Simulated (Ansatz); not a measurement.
# C₃H₄Zn: from a rough start to a minimum

What shape does C₃H₄Zn take? The plan is to relax it, then compute its harmonic vibrations to see whether it is a minimum and to get the zero-point energy and entropy, and look at its orbitals and charge.

Computed with Ansatz 0.2.0, Gaussian basis. Level: RKS PBE0-D4/def2-TZVP.

Levels to be run: relaxation at PBE0-D4/def2-TZVP; harmonic vibrations at the same level; a single point in def2-TZVPP for the fields.

## 1. The system as given

8 atoms, charge 0, spin multiplicity 1.

Atoms are counted from 1 here; the program's logs count them from 0.

Bond lengths: C1–C2 1.304 Å, C1–H5 1.077 Å, C1–H6 1.078 Å, C2–C3 1.292 Å, C3–Zn4 1.972 Å, C3–H7 1.078 Å, Zn4–H8 1.523 Å. Angles: C2–C1–H5 121.7°, C2–C1–H6 121.6°, H5–C1–H6 116.6°, C1–C2–C3 177.3°, C2–C3–Zn4 106.1°, C2–C3–H7 120.1°, Zn4–C3–H7 133.8°, C3–Zn4–H8 157.5°.

Coordinates:

```
C    -0.5380    1.4706   -0.2521
C     0.3227    0.5051   -0.0900
C     1.1295   -0.4895    0.0811
Zn   -0.0091   -2.0756    0.3579
H    -0.9050    1.7442   -1.2273
H    -0.8986    2.0521    0.5803
H     2.1958   -0.3316    0.0515
H    -1.2974   -2.8751    0.4987
```

The start is a GFN2-xTB geometry.

## 2. Optimising with PBE0-D4/def2-TZVP

in.yaml

```yaml
crystal:
  periodic: [false, false, false]
  atoms:
    - {symbol: C, position_ang: [-0.538010, 1.470550, -0.252080]}
    - {symbol: C, position_ang: [0.322730, 0.505080, -0.089980]}
    - {symbol: C, position_ang: [1.129540, -0.489490, 0.081060]}
    - {symbol: Zn, position_ang: [-0.009060, -2.075630, 0.357890]}
    - {symbol: H, position_ang: [-0.905030, 1.744170, -1.227330]}
    - {symbol: H, position_ang: [-0.898610, 2.052090, 0.580280]}
    - {symbol: H, position_ang: [2.195790, -0.331640, 0.051470]}
    - {symbol: H, position_ang: [-1.297350, -2.875120, 0.498680]}
basis:
  gaussian: {orbitals: def2-TZVP}
hamiltonian: {xc: pbe0, dispersion: d4}
relax: {f_tol: 0.005, max_steps: 150}
```

Run with:

```console
$ ansatz run in.yaml --threads 2 --pin off --events-out ev --progress --plain --max-ram 4352MiB
```

Further steps of the session: Harmonic vibrations; Fields at the relaxed geometry.

Before running them: what should the planned runs give, taken together? Wanted: point group; shift from the start; total energy; dispersion term; dipole moment; lowest, highest wavenumber; zero-point energy; HOMO, LUMO.

**Answer**, as computed:

| quantity | value |
| --- | --- |
| point group | Cs |
| steps | 13 |
| shift from the start (rms) | 0.305 Å |
| total energy | -51584.3703 eV |
| dispersion term | -120 meV |
| dipole moment | 0.40 D |
| lowest, highest wavenumber | 98, 3231 cm⁻¹ |
| zero-point energy | 136.0 kJ/mol |
| entropy at 298.15 K | 311.5 J/(mol K) |
| HOMO, LUMO | -6.85, -0.76 eV |

**Reading.** The atoms moved 0.31 Å (rms) from the start; the bond that changed most is C3–Zn4, from 1.972 to 1.926 Å. All wavenumbers are real, so the end point is a minimum. The stiffest mode, 3231 cm⁻¹, is a C–H stretch. Harmonic hybrid wavenumbers usually lie a few per cent above measured fundamentals. The largest Mulliken charge, -0.35 e, sits on C1. The HOMO lies mostly on C1 36 %; C2 19 % and the LUMO on Zn4 46 %; C2 17 %.
